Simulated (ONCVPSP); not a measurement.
**An ONCV potential for F, from input to tests**

Aim: build the potential from the settings below, then test how well it stands in for the atom: other configurations, scattering, ghost states and the plane-wave cutoff that it needs.

Program: ONCVPSP 4.0.1.1 (patched build). Reference atom: LDA (Perdew-Wang 92), scalar-relativistic, spherical and spin-unpolarised. All values are calculated.

## (1) The design

Typed settings, in words:

```
element                 : fluorine (F, Z = 9)
type                    : optimised norm-conserving Vanderbilt (ONCV)
frozen core             : [He]
valence charge          : 7
reference configuration : 2s2 2p5
partial waves           : 2s: rc 0.80 bohr, ncon 3, nbas 7, qcut 10.2 1/bohr, 2 projectors, debl 0.4 Ha; 2p: rc 1.00 bohr, ncon 5, nbas 9, qcut 16.6 1/bohr, 2 projectors, debl 3.2 Ha; d scattering state at 0.47 Ha: rc 1.05 bohr, ncon 4, nbas 8, qcut 7.6 1/bohr, 1 projector
local potential         : polynomial inside 0.60 bohr (lpopt 5, dvloc0 4 Ha)
core correction         : polynomial model core, fcfact 0.6
```

The nodes and maxima of the atom's own shells, from an earlier all-electron run, set the scale for the radii.

All-electron outer shells of the reference configuration (LDA (PZ), scalar-relativistic, ld1.x):

| shell | level (eV) | outermost node (bohr) | outermost maximum (bohr) |
| --- | --- | --- | --- |
| 1s | -658.96 | – | 0.12 |
| 2s | -29.65 | 0.24 | 0.77 |
| 2p | -11.29 | – | 0.71 |

## (2) The generation run

F.dat reads:

```
# ATOM AND REFERENCE CONFIGURATION
# atsym  z   nc   nv     iexc    psfile
  F 9.00    1    2  -001012      upf
#
#   n    l    f
    1    0    2.00
    2    0    2.00
    2    1    5.00
#
# PSEUDOPOTENTIAL AND OPTIMIZATION
# lmax
    2
#
#   l,   rc,      ep,       ncon, nbas, qcut
    0    0.80    0.00    3    7   10.20
    1    1.00    0.00    5    9   16.60
    2    1.05    0.47    4    8    7.60
#
# LOCAL POTENTIAL
# lloc, lpopt,  rc(5),   dvloc0
    4    5    0.60    4.00
#
# VANDERBILT-KLEINMAN-BYLANDER PROJECTORs
# l, nproj, debl
    0    2    0.40
    1    2    3.20
    2    1    2.40
#
# MODEL CORE CHARGE
# icmod, fcfact, rcfact
    1    0.60    0.00
#
# LOG DERIVATIVE ANALYSIS
# epsh1, epsh2, depsh
   -3.00    5.00    0.02
#
# OUTPUT GRID
# rlmax, drl
    6.00    0.01
#
# TEST CONFIGURATIONS
# ncnf
    4
# nvcnf
#   n    l    f
    2
    2    0    2.00
    2    1    4.00
#
    2
    2    0    2.00
    2    1    3.00
#
    2
    2    0    2.00
    2    1    2.00
#
    2
    2    0    2.00
    2    1    1.00
#
```

Run with:

```bash
$ oncvpsp.x < F.dat > F.out
```

**Question.** What will these runs give? Wanted: cutoffs for 1 and 0.1 mHa per electron, occupied waves; bound ghosts; GHOST(+) flags; largest test error; largest phase difference near zero energy, channels read; rms error of d²Exc/dn², without and with the model core; projector energies reset by the program.

The runs gave:

| quantity | value |
| --- | --- |
| cutoffs for 1 and 0.1 mHa per electron, occupied waves | 78 Ha and 96 Ha |
| bound ghosts | none found |
| GHOST(+) flags | none at low energy |
| largest test error (AE − PS) | +248 meV, for 2s2 2p1 |
| largest phase difference near zero energy, channels read | 0.000 rad |
| rms error of d²Exc/dn², without and with the model core | 2.72 and 0.91 mHa |
| projector energies reset by the program | s: -1.090, 0.250 Ha |

What this shows: The worst unpolarised test, 2s2 2p1, is off by 248 meV on 204.7 eV; by total energies transferability rates as fair for so large an energy. That test lies far up in energy; among those under 40 eV, nearer to bonding, the largest error is 0.8 meV. The potential is very hard: the looser tolerance needs 78 Ha. At the looser tolerance the 2p wave is the slowest; 2s needs 44 Ha. The program's ghost test flags no bound state. Near zero energy the phases of the channels with partial waves agree within 0.001 rad. All of this concerns the isolated atom, not yet a solid.
